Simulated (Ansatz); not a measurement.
**C₂H₃Cl₃Sn: small, medium and large basis sets**

An exercise on one series of results from a longer session: the logs are not shown, and one member is left open.

The runs use Ansatz 0.2.0, Gaussian basis; one geometry, several basis sets.

The runs, in order: PBE0-D4/def2-SVP; ωB97M-V/def2-SVP; PBE0-D4/def2-QZVPP; ωB97M-V/def2-QZVPP; the functionals' def2-TZVPP values are taken from earlier runs.

### The relaxed structure

The geometry comes from an earlier relaxation with PBE0-D4 in a triple-zeta def2 set; it is a stationary point, not always the lowest conformer. Sn takes the def2 core potential; no spin-orbit term is included.

SMILES `C=[CH][Sn]([Cl])([Cl])[Cl]`, 9 atoms, charge 0, spin multiplicity 1.

Atoms are counted from 1 here; the program's logs count them from 0.

Bond lengths: C1–C2 1.325 Å, C1–H7 1.086 Å, C1–H8 1.087 Å, C2–Sn3 2.102 Å, C2–H9 1.085 Å, Sn3–Cl4 2.307 Å, Sn3–Cl5 2.310 Å, Sn3–Cl6 2.307 Å. Angles: C2–C1–H7 122.5°, C2–C1–H8 121.0°, H7–C1–H8 116.4°, C1–C2–Sn3 120.5°, C1–C2–H9 122.0°, Sn3–C2–H9 117.5°, C2–Sn3–Cl4 113.2°, C2–Sn3–Cl5 109.2°, C2–Sn3–Cl6 113.2°, Cl4–Sn3–Cl5 107.5°, Cl4–Sn3–Cl6 105.8°, Cl5–Sn3–Cl6 107.5°.

Set-up of the first run:

Contents of in.yaml:

```yaml
crystal:
  periodic: [false, false, false]
  atoms:
    - {symbol: C, position_ang: [0.187787, -1.689751, 0.296106]}
    - {symbol: C, position_ang: [-0.373435, -0.554101, 0.683342]}
    - {symbol: Sn, position_ang: [-0.009468, 1.229300, -0.368187]}
    - {symbol: Cl, position_ang: [-1.922004, 2.171281, -1.250069]}
    - {symbol: Cl, position_ang: [1.426223, 0.797077, -2.125337]}
    - {symbol: Cl, position_ang: [0.958405, 2.870389, 0.932870]}
    - {symbol: H, position_ang: [0.848004, -1.751457, -0.563576]}
    - {symbol: H, position_ang: [0.005108, -2.616595, 0.833506]}
    - {symbol: H, position_ang: [-1.032120, -0.502542, 1.544446]}
basis:
  gaussian: {orbitals: def2-SVP}
hamiltonian: {xc: pbe0, dispersion: d4}
output: {orbitals: {seedname: orbitals}}
```

The run is started by

```bash
ansatz run in.yaml --threads 4 --pin off --events-out ev --progress --plain --max-ram 11315MiB
```

Among the steps run: PBE0-D4 in def2-SVP; ωB97M-V in def2-SVP; PBE0-D4 in def2-QZVPP; ωB97M-V in def2-QZVPP.

One of the session's tables, all rows but one given; the rest of the session is left out.

It belongs to the step «Functionals by basis». 

| functional | basis | HOMO (eV) | LUMO (eV) |
| --- | --- | --- | --- |
| PBE0-D4 | def2-SVP | ? | ? |
| PBE0-D4 | def2-TZVPP | -9.06 | -2.01 |
| PBE0-D4 | def2-QZVPP | -9.07 | -2.06 |
| ωB97M-V | def2-SVP | -11.07 | 0.30 |
| ωB97M-V | def2-TZVPP | -11.20 | 0.04 |
| ωB97M-V | def2-QZVPP | -11.22 | -0.07 |

Estimate the missing values for PBE0-D4, def2-SVP.

**Answer.** HOMO (eV): -8.97; LUMO (eV): -1.85. In the column «HOMO (eV)» it is the highest.
